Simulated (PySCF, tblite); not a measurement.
# C4H13NOSi: geometry, infrared bands and NMR shifts

Wanted: the infrared bands and NMR shifts of C4H13NOSi (`CCCN[SiH2]OC`), by calculation.

The runs use tblite 0.8.0 and PySCF 2.14.0, with density-fitted response routines of our own; the level of theory stands in each step. All values are computed, except where a source is named. Atoms count from 0, in the outputs and in this text.

**1. The starting structure**

20 atoms, charge 0, multiplicity 1; geometry from: force field or distance geometry start.

Bonds of the start (Å): C0–C1 1.50, C1–C2 1.53, C2–N3 1.42, N3–Si4 1.72, Si4–O5 1.71, O5–C6 1.41, C0–H7 1.13, C0–H8 1.11, C0–H9 1.10, C1–H10 1.12, C1–H11 1.10, C2–H12 1.10, C2–H13 1.12, N3–H14 1.02, Si4–H15 1.49, Si4–H16 1.47, C6–H17 1.09, C6–H18 1.10, C6–H19 1.11.

**2. Geometry optimisation with GFN2-xTB**

What the job is given:

```
{"job": {"kind": "relax", "xc": "GFN2-xTB", "basis": "xTB"}, "charge": 0, "multiplicity": 1}
C     -2.547100     0.780900     0.191800
C     -2.084200    -0.375900    -0.650300
C     -1.104000    -1.285500     0.097400
N      0.074600    -0.626300     0.521900
Si     1.101700     0.092300    -0.657900
O      2.679600    -0.572900    -0.607500
C      3.579400     0.403700    -0.125000
H     -2.264200     1.740300    -0.323700
H     -2.019300     0.783700     1.163200
H     -3.627700     0.680300     0.393800
H     -2.976100    -1.018800    -0.876700
H     -1.672800     0.034600    -1.584300
H     -0.949400    -2.167400    -0.535400
H     -1.654300    -1.584500     1.026100
H      0.144000    -0.353400     1.505500
H      1.219900     1.541100    -0.318500
H      0.640000    -0.004600    -2.048200
H      3.920900     1.085100    -0.908200
H      4.457400    -0.150400     0.252300
H      3.076400     1.008300     0.661300
```

Started as:

```
$ OMP_NUM_THREADS=1 python probes_run.py task.json out
```

This one command runs all jobs of the session in turn.

**Question.** This job is followed by: GFN2-xTB harmonic vibrations, gas phase; GIAO PBE0/pcSseg-1 NMR shielding, non-relativistic, gas phase. Predict these results of the whole session: strongest single infrared mode (GFN2-xTB); zero-point energy (GFN2-xTB); ¹³C shifts against TMS (PBE0/pcSseg-1); ¹H shifts against TMS (PBE0/pcSseg-1, means over atoms taken as alike); ¹⁵N shifts against NH3 (PBE0/pcSseg-1); ²⁹Si shifts against TMS (PBE0/pcSseg-1); ¹⁷O shifts against H2O (PBE0/pcSseg-1).

The runs gave:

| quantity | value |
| --- | --- |
| strongest single infrared mode (GFN2-xTB) | 2122 cm⁻¹, 404 km/mol |
| zero-point energy (GFN2-xTB) | 105.1 kcal/mol |
| ¹³C shifts against TMS (PBE0/pcSseg-1) | 52.1, 44.3, 30.0, 12.1 ppm |
| ¹H shifts against TMS (PBE0/pcSseg-1, means over atoms taken as alike) | 5.12, 3.82, 2.79, 1.30, 0.98, 0.71 ppm |
| ¹⁵N shifts against NH3 (PBE0/pcSseg-1) | 26.1 ppm |
| ²⁹Si shifts against TMS (PBE0/pcSseg-1) | -28.2 ppm |
| ¹⁷O shifts against H2O (PBE0/pcSseg-1) | -4.5 ppm |

Relaxing lowered the energy by 0.996 eV in 179 steps; the close pair that moved most is Si4–O5, from 1.713 to 1.625 Å. No mode is imaginary among the 54: a minimum at this level. The strongest single mode, at 2122 cm⁻¹, moves mainly H15. Unscaled tight-binding wavenumbers are off by several per cent, some by more. Its intensities can rank the bands wrongly. C6 (methyl carbon bonded to O) lies farthest downfield among carbon, at 52.1 ppm; deshielded by the electronegative neighbour. At PBE0/pcSseg-1: The largest span, 105 ppm, is at Si4, where the paramagnetic term is -506 ppm.
